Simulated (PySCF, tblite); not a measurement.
**C6H9NSi: a rotation path, then NMR shifts on frames, part 1 of 2**

Aim: move C6H9NSi (`N#C[C@]1(C[SiH3])[C@@H]2C[C@@H]21`) away from its starting geometry and see how NMR shifts follow the geometry.

Programs: tblite 0.8.0 and PySCF 2.14.0, with density-fitted response routines of our own. Each step states its level of theory. These are calculated values for one molecule in the gas phase, unless marked as measured. Atoms count from 0, in the outputs and in this text.

### Step 1. Starting geometry

17 atoms, charge 0, multiplicity 1; geometry from: GFN2-xTB.

Bonds of the start (Å): N0–C1 1.15, C1–C2 1.43, C2–C3 1.52, C3–Si4 1.91, C2–C5 1.51, C5–C6 1.50, C6–C7 1.50, C7–C2 1.51, C7–C5 1.48, C3–H8 1.09, C3–H9 1.09, Si4–H10 1.47, Si4–H11 1.46, Si4–H12 1.46, C5–H13 1.07, C6–H14 1.08, C6–H15 1.08, C7–H16 1.07.

### Step 2. The rotation path with GFN2-xTB

What the job is given:

```
{"job": {"kind": "neb", "xc": "GFN2-xTB", "basis": "xTB", "atoms": [1, 2, 3, 4], "turn": 120}, "charge": 0, "multiplicity": 1}
N      0.125429    -2.805678    -0.590036
C     -0.056283    -1.692676    -0.390531
C     -0.251148    -0.305419    -0.108772
C      0.964653     0.344852     0.523085
Si     2.440957     0.466802    -0.682441
C     -1.628542     0.161230     0.301288
C     -2.357417    -0.300413    -0.921613
C     -1.108645     0.516054    -1.039854
H      1.253845    -0.229760     1.405960
H      0.682221     1.340038     0.872321
H      2.049150     1.332220    -1.797829
H      2.786043    -0.863423    -1.171961
H      3.557353     1.065379     0.049020
H     -1.943276     0.711107     1.162120
H     -3.294487     0.190911    -1.152153
H     -2.336992    -1.349469    -1.191682
H     -0.889859     1.430272    -1.547903
```

With the program's defaults for keys left out, this is: GFN2-xTB climbing-image nudged elastic band, gas phase.

Command:

```sh
$ OMP_NUM_THREADS=1 python probes_run.py task.json out
```

This one command runs all jobs of the session in turn.

The log of the run:

```text
image   E - E0 / eV
  0       0.0000
  1       0.0121
  2       0.0416
  3       0.0631
  4       0.0649
  5       0.0531
  6       0.0407
  7       0.0360
  8       0.0240
```

It took 3.6 s on 1 thread of Intel Xeon 6975P-C, shared host; peak memory 0.19 GiB.

The final band, with the dihedral C1–C2–C3–Si4:

| image | dihedral (°) | energy (eV) | energy (kcal/mol) |
| --- | --- | --- | --- |
| 0 | 68 | 0.000 | 0.0 |
| 1 | 83 | 0.012 | 0.3 |
| 2 | 97 | 0.042 | 1.0 |
| 3 | 112 | 0.063 | 1.5 |
| 4 | 127 | 0.065 | 1.5 |
| 5 | 143 | 0.053 | 1.2 |
| 6 | 158 | 0.041 | 0.9 |
| 7 | 173 | 0.036 | 0.8 |
| 8 | 187 | 0.024 | 0.6 |

### Step 3. Shielding tensors: image 0, PBE0/pcSseg-1

What the job is given:

```
{"job": {"kind": "nmr", "xc": "PBE0", "basis": "pcSseg-1", "pop": false}, "charge": 0, "multiplicity": 1}
N      0.125400    -2.805700    -0.590000
C     -0.056300    -1.692700    -0.390500
C     -0.251100    -0.305400    -0.108800
C      0.964700     0.344900     0.523100
Si     2.441000     0.466800    -0.682400
C     -1.628500     0.161200     0.301300
C     -2.357400    -0.300400    -0.921600
C     -1.108600     0.516100    -1.039900
H      1.253800    -0.229800     1.406000
H      0.682200     1.340000     0.872300
H      2.049200     1.332200    -1.797800
H      2.786000    -0.863400    -1.172000
H      3.557400     1.065400     0.049000
H     -1.943300     0.711100     1.162100
H     -3.294500     0.190900    -1.152200
H     -2.337000    -1.349500    -1.191700
H     -0.889900     1.430300    -1.547900
```

Level: GIAO PBE0/pcSseg-1 NMR shielding, non-relativistic, gas phase.

The log of the run:

```text
coarse grid: 14784 points
cycle   1  E = -577.5821807190  dE =  1.263e+00  |g| = 4.565e-01  |ddm| = 3.893e+00
cycle   2  E = -577.4727586561  dE =  1.094e-01  |g| = 8.601e-01  |ddm| = 1.175e+00
cycle   3  E = -577.6301669033  dE = -1.574e-01  |g| = 1.521e-01  |ddm| = 8.169e-01
cycle   4  E = -577.6353342835  dE = -5.167e-03  |g| = 3.834e-02  |ddm| = 1.697e-01
cycle   5  E = -577.6356774962  dE = -3.432e-04  |g| = 8.364e-03  |ddm| = 4.925e-02
cycle   6  E = -577.6356949460  dE = -1.745e-05  |g| = 1.754e-03  |ddm| = 1.228e-02
cycle   7  E = -577.6356955726  dE = -6.266e-07  |g| = 5.846e-04  |ddm| = 2.352e-03
final grid: 138520 points
cycle   8  E = -577.6820320838  dE = -3.604e-05  |g| = 6.955e-03  |ddm| = 4.047e-02
cycle   9  E = -577.6820285042  dE =  3.580e-06  |g| = 7.985e-03  |ddm| = 1.682e-02
cycle  10  E = -577.6820445606  dE = -1.606e-05  |g| = 1.069e-03  |ddm| = 8.721e-03
cycle  11  E = -577.6820447631  dE = -2.025e-07  |g| = 4.860e-04  |ddm| = 1.299e-03
cycle  12  E = -577.6820448105  dE = -4.737e-08  |g| = 1.053e-04  |ddm| = 3.851e-04
cycle  13  E = -577.6820448130  dE = -2.475e-09  |g| = 2.774e-05  |ddm| = 1.306e-04
cycle  14  E = -577.6820448132  dE = -1.660e-10  |g| = 6.871e-06  |ddm| = 2.958e-05
converged SCF energy = -577.6820448132

GIAO shielding tensors (ppm)
atom      isotropic    diamagn.    paramagn.     s11        s22        s33       span
  0 N      -31.187     341.604    -372.791   -214.130   -188.006    308.574    522.704
  1 C       61.391     260.064    -198.673    -58.201    -49.822    292.197    350.398
  2 C      149.950     251.232    -101.282    131.075    137.379    181.397     50.323
  3 C      170.851     247.339     -76.488    148.770    166.090    197.693     48.923
  4 Si     422.847     879.080    -456.233    399.032    408.350    461.159     62.127
  5 C      171.737     247.707     -75.970    123.721    183.888    207.602     83.881
  6 C      160.952     258.355     -97.403    142.199    154.401    186.255     44.055
  7 C      174.683     248.347     -73.663    130.569    185.002    208.479     77.909
  8 H       30.194      30.127       0.067     25.063     28.561     36.959     11.896
  9 H       31.197      31.515      -0.318     25.784     30.751     37.057     11.273
 10 H       27.884      29.021      -1.136     23.804     27.271     32.578      8.774
 11 H       27.406      28.565      -1.160     23.559     26.736     31.922      8.363
 12 H       27.893      28.136      -0.243     24.313     25.262     34.102      9.790
 13 H       29.561      32.040      -2.478     23.225     27.205     38.253     15.028
 14 H       30.416      30.031       0.384     24.657     25.736     40.854     16.197
 15 H       30.526      32.086      -1.560     23.728     29.723     38.128     14.400
 16 H       29.599      32.410      -2.811     22.958     28.016     37.824     14.865
```

Run time: 18 s. Hardware: 1 thread of Intel Xeon 6975P-C, shared host; peak memory 0.85 GiB.

The references, computed at this level on geometries of the same kind, shield at (ppm): 1H TMS 31.72, 13C TMS 186.9, 29Si TMS 349.2, 15N NH3 267.7. Their shielding less the atom's gives the shift. The references are single molecules in the gas phase, so shifts against H2O, NH3, PH3, H3PO4 or CFCl3 are not on the usual liquid scales and can be off by tens of ppm. Each atom is listed at this fixed geometry, with no averaging over motion; a spectrum would average atoms that exchange fast.

| atoms | environment | σ (ppm) | δ (ppm) |
| --- | --- | --- | --- |
| C1 | nitrile carbon | 61.4 | 125.5 |
| C2 | three-membered-ring carbon | 150.0 | 37.0 |
| C6 | three-membered-ring carbon | 161.0 | 26.0 |
| C3 | sp3 CH2 bonded to Si | 170.9 | 16.1 |
| C5 | three-membered-ring carbon | 171.7 | 15.2 |
| C7 | three-membered-ring carbon | 174.7 | 12.2 |
| H11 | hydrogen on a silicon bonded to C | 27.41 | 4.31 |
| H10 | hydrogen on a silicon bonded to C | 27.88 | 3.83 |
| H12 | hydrogen on a silicon bonded to C | 27.89 | 3.82 |
| H13 | hydrogen on a three-membered-ring carbon | 29.56 | 2.16 |
| H16 | hydrogen on a three-membered-ring carbon | 29.60 | 2.12 |
| H8 | hydrogen on an sp3 CH2 bonded to Si | 30.19 | 1.52 |
| H14 | hydrogen on a three-membered-ring carbon | 30.42 | 1.30 |
| H15 | hydrogen on a three-membered-ring carbon | 30.53 | 1.19 |
| H9 | hydrogen on an sp3 CH2 bonded to Si | 31.20 | 0.52 |
| N0 | nitrile nitrogen | -31.2 | 298.9 |
| Si4 | silicon bonded to C, 3 H | 422.8 | -73.7 |

Ring of atoms C2, C5, C7: NICS(0) -47.9, NICS(1) -11.3, NICS(1)zz -20.3 ppm (means of both faces; NICS(1) differs between them: -14.5 and -8.1).

In rings of three or four atoms NICS is ruled by the nearby σ bonds, so it says little on aromaticity.

Ring of atoms C5, C6, C7: NICS(0) -45.9, NICS(1) -11.6, NICS(1)zz -24.6 ppm (means of both faces; NICS(1) differs between them: -15.2 and -7.9).

In rings of three or four atoms NICS is ruled by the nearby σ bonds, so it says little on aromaticity.

### Step 4. Nuclear shieldings: image 2, PBE0/pcSseg-1

What the job is given:

```
{"job": {"kind": "nmr", "xc": "PBE0", "basis": "pcSseg-1", "pop": false}, "charge": 0, "multiplicity": 1}
N     -0.187800    -2.995100    -0.109100
C     -0.233200    -1.850600    -0.096300
C     -0.245500    -0.422900    -0.043600
C      1.018800     0.153100     0.576600
Si     2.309700     0.707000    -0.715500
C     -1.559100     0.283600     0.192700
C     -2.294300    -0.270300    -0.987500
C     -0.937700     0.338000    -1.149900
H      1.462800    -0.596900     1.234800
H      0.745600     0.999500     1.209900
H      1.753100     1.812200    -1.501700
H      2.620600    -0.418700    -1.591600
H      3.490900     1.188500    -0.001800
H     -1.823100     1.008400     0.932900
H     -3.135300     0.302400    -1.358100
H     -2.417000    -1.342000    -1.088000
H     -0.575400     1.115700    -1.784900
```

Method: GIAO PBE0/pcSseg-1 NMR shielding, non-relativistic, gas phase.

The log of the run:

```text
coarse grid: 14784 points
cycle   1  E = -577.5802068996  dE =  1.265e+00  |g| = 4.584e-01  |ddm| = 3.902e+00
cycle   2  E = -577.4687982819  dE =  1.114e-01  |g| = 8.662e-01  |ddm| = 1.192e+00
cycle   3  E = -577.6285908489  dE = -1.598e-01  |g| = 1.512e-01  |ddm| = 8.275e-01
cycle   4  E = -577.6336943332  dE = -5.103e-03  |g| = 3.857e-02  |ddm| = 1.682e-01
cycle   5  E = -577.6340409025  dE = -3.466e-04  |g| = 8.474e-03  |ddm| = 4.850e-02
cycle   6  E = -577.6340586788  dE = -1.778e-05  |g| = 1.716e-03  |ddm| = 1.241e-02
cycle   7  E = -577.6340592801  dE = -6.013e-07  |g| = 5.988e-04  |ddm| = 2.360e-03
final grid: 138520 points
cycle   8  E = -577.6795935050  dE = -4.063e-05  |g| = 7.293e-03  |ddm| = 4.293e-02
cycle   9  E = -577.6795903809  dE =  3.124e-06  |g| = 8.166e-03  |ddm| = 1.701e-02
cycle  10  E = -577.6796071894  dE = -1.681e-05  |g| = 7.812e-04  |ddm| = 8.695e-03
cycle  11  E = -577.6796072815  dE = -9.210e-08  |g| = 4.852e-04  |ddm| = 1.155e-03
cycle  12  E = -577.6796073280  dE = -4.655e-08  |g| = 1.295e-04  |ddm| = 4.219e-04
cycle  13  E = -577.6796073316  dE = -3.579e-09  |g| = 3.074e-05  |ddm| = 1.367e-04
cycle  14  E = -577.6796073318  dE = -2.076e-10  |g| = 7.452e-06  |ddm| = 3.430e-05
converged SCF energy = -577.6796073318

GIAO shielding tensors (ppm)
atom      isotropic    diamagn.    paramagn.     s11        s22        s33       span
  0 N      -28.859     341.500    -370.359   -205.933   -187.459    306.815    512.748
  1 C       60.798     259.384    -198.586    -58.500    -52.979    293.872    352.372
  2 C      151.724     251.187     -99.463    134.003    137.965    183.204     49.201
  3 C      172.679     247.678     -74.999    148.960    166.394    202.682     53.722
  4 Si     425.267     879.170    -453.903    405.646    409.570    460.585     54.939
  5 C      171.838     248.103     -76.265    122.647    185.298    207.569     84.922
  6 C      162.053     258.320     -96.267    143.066    154.442    188.651     45.585
  7 C      175.887     249.080     -73.193    132.803    187.277    207.581     74.779
  8 H       30.219      30.171       0.048     25.128     28.733     36.797     11.670
  9 H       30.838      31.198      -0.360     24.890     30.458     37.165     12.276
 10 H       27.896      29.465      -1.569     23.715     27.789     32.182      8.467
 11 H       27.679      28.585      -0.906     24.189     26.306     32.542      8.353
 12 H       27.907      28.188      -0.281     24.229     25.212     34.281     10.052
 13 H       29.672      32.135      -2.462     23.407     27.349     38.261     14.854
 14 H       30.497      30.206       0.291     24.679     25.858     40.953     16.273
 15 H       30.626      31.998      -1.372     23.827     29.642     38.409     14.582
 16 H       29.441      32.735      -3.294     22.002     28.830     37.491     15.489
```

Run time: 19 s. Hardware: 1 thread of Intel Xeon 6975P-C, shared host; peak memory 0.85 GiB.

In short: δ C1 126.1, C2 35.2, C6 24.9, C5 15.1, H11 4.04, H10 3.82 ppm.

(Continued in part 2 of 2.)
